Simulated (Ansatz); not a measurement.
Relaxation of a periodic cell of 17 atoms, Mg₈HO₈ (host MgO, host structure Fm-3m, interstitial H), to a largest force component of 0.03 eV/Å in at most 60 steps.

All numbers below come from DFT PBE-D3(BJ), scalar-relativistic, plane waves, PAW (Ansatz). Settings: PAW set soft_1, cutoff 420 eV, k mesh 3x3x3, gaussian smearing 0.05 eV, spin collinear.

```xyz
17
Lattice="0.0000 4.2703 4.2703 4.2703 0.0000 4.2703 4.2703 4.2703 0.0000" Properties=species:S:1:pos:R:3
Mg 0.000 0.000 0.000
O 2.135 2.135 2.135
Mg 2.135 2.135 0.000
O 4.270 4.270 2.135
Mg 2.135 0.000 2.135
O 4.270 2.135 4.270
Mg 4.270 2.135 2.135
O 6.405 4.270 4.270
Mg 0.000 2.135 2.135
O 2.135 4.270 4.270
Mg 2.135 4.270 2.135
O 4.270 6.405 4.270
Mg 2.135 2.135 4.270
O 4.270 4.270 6.405
Mg 4.270 4.270 4.270
O 6.405 6.405 6.405
H 5.358 5.292 7.435
```

**Question.** Where does it end, and by what steps?

**Answer.** It converged. Limits of this set-up: a small cell, in which the defect meets its images, a typed lattice constant that wasn't relaxed here. After 3 steps the energy has fallen by 0.278 eV; O14 moved furthest, 0.09 Å.

```
step  energy less start (eV)  largest force component (eV/Å)  accepted
   0                  0.0000                           0.917       yes
   1                 -0.2035                           0.369       yes
   2                 -0.2731                           0.087       yes
   3                 -0.2784                           0.014       yes
```

```xyz
17
Lattice="0.0000 4.2703 4.2703 4.2703 0.0000 4.2703 4.2703 4.2703 0.0000" Properties=species:S:1:pos:R:3
Mg -0.013 -0.017 0.012
O 2.139 2.136 2.130
Mg 2.151 2.147 0.012
O 4.268 4.265 2.130
Mg 2.139 -0.005 2.130
O 4.223 2.181 4.317
Mg 4.257 2.147 2.119
O 6.410 4.265 4.271
Mg -0.002 2.136 2.130
O 2.185 4.219 4.317
Mg 2.151 4.253 2.118
O 4.268 6.406 4.271
Mg 2.139 2.136 4.271
O 4.222 4.219 6.354
Mg 4.268 4.265 4.271
O 6.455 6.452 6.355
H 5.339 5.334 7.470
```

Whether the end is a true minimum wasn't checked by a vibrational analysis.

Run time: 38 s on 4 threads of Arm Neoverse V1 (shared host), peak memory 0.69 GiB.
